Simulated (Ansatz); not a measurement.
# ZnH3O+ (SMILES [OH2+][ZnH]): one structure at several levels

One table from this session's results is given with a row withheld; the runs are named, their logs left out.

Program: Ansatz 0.2.0, Gaussian basis. Level of theory: single points in def2-TZVPP. These are calculated values, not measurements.

Cores are frozen in the correlated methods. The 3s and 3p shells of Cu and Zn are frozen; filled d shells are correlated.

### Starting geometry

SMILES `[OH2+][ZnH]`, 5 atoms, charge 1, spin multiplicity 1.

Atoms are counted from 1 here; the program's logs count them from 0.

Bond lengths: O1–Zn2 1.849 Å, O1–H3 0.981 Å, O1–H4 0.981 Å, Zn2–H5 1.556 Å. Angles: Zn2–O1–H3 111.0°, Zn2–O1–H4 132.7°, H3–O1–H4 109.0°, O1–Zn2–H5 174.9°.

As a file:

| atom | x (Å) | y (Å) | z (Å) |
| --- | --- | --- | --- |
| O1 | -0.32784 | -0.68722 | 0.13509 |
| Zn2 | 0.49645 | 0.94158 | -0.15932 |
| H3 | -1.26775 | -0.56558 | 0.38948 |
| H4 | -0.22082 | -1.57064 | -0.27725 |
| H5 | 1.23310 | 2.30698 | -0.27437 |

The first run:

Contents of run/in.yaml:

```yaml
crystal:
  periodic: [false, false, false]
  atoms:
    - {symbol: O, position_ang: [-0.327838, -0.687221, 0.135087]}
    - {symbol: Zn, position_ang: [0.496451, 0.941576, -0.159325]}
    - {symbol: H, position_ang: [-1.267752, -0.565583, 0.389482]}
    - {symbol: H, position_ang: [-0.220821, -1.570636, -0.277253]}
    - {symbol: H, position_ang: [1.233105, 2.306976, -0.274367]}
basis:
  gaussian: {orbitals: def2-TZVPP}
total_charge: 1
hamiltonian: {xc: pbe, dispersion: d4}
output: {forces: true}
```

Started as:

```bash
> ansatz run in.yaml --threads 2 --pin off --events-out ev --progress --plain --max-ram 3481MiB
```

Among the steps run: PBE-D4/def2-TZVPP; r2SCAN-D4/def2-TZVPP; PBE0-D4/def2-TZVPP; wB97M-V/def2-TZVPP; CCSD(T)/def2-TZVPP.

One of the session's tables, all rows but one given; the rest of the session is left out.

```
   method  RMS force component (eV/Å)  angle to CCSD(T) forces (°)
   PBE-D4                           ?                            ?
r2SCAN-D4                       0.750                          4.9
  PBE0-D4                       0.779                          3.2
  wB97M-V                       0.821                          2.9
  CCSD(T)                       0.792                    reference
```

Q: Estimate the row for PBE-D4 from the others.

As computed: RMS force component (eV/Å): 0.699; angle to CCSD(T) forces (°): 14.9. In the column «RMS force component (eV/Å)» it is the lowest.
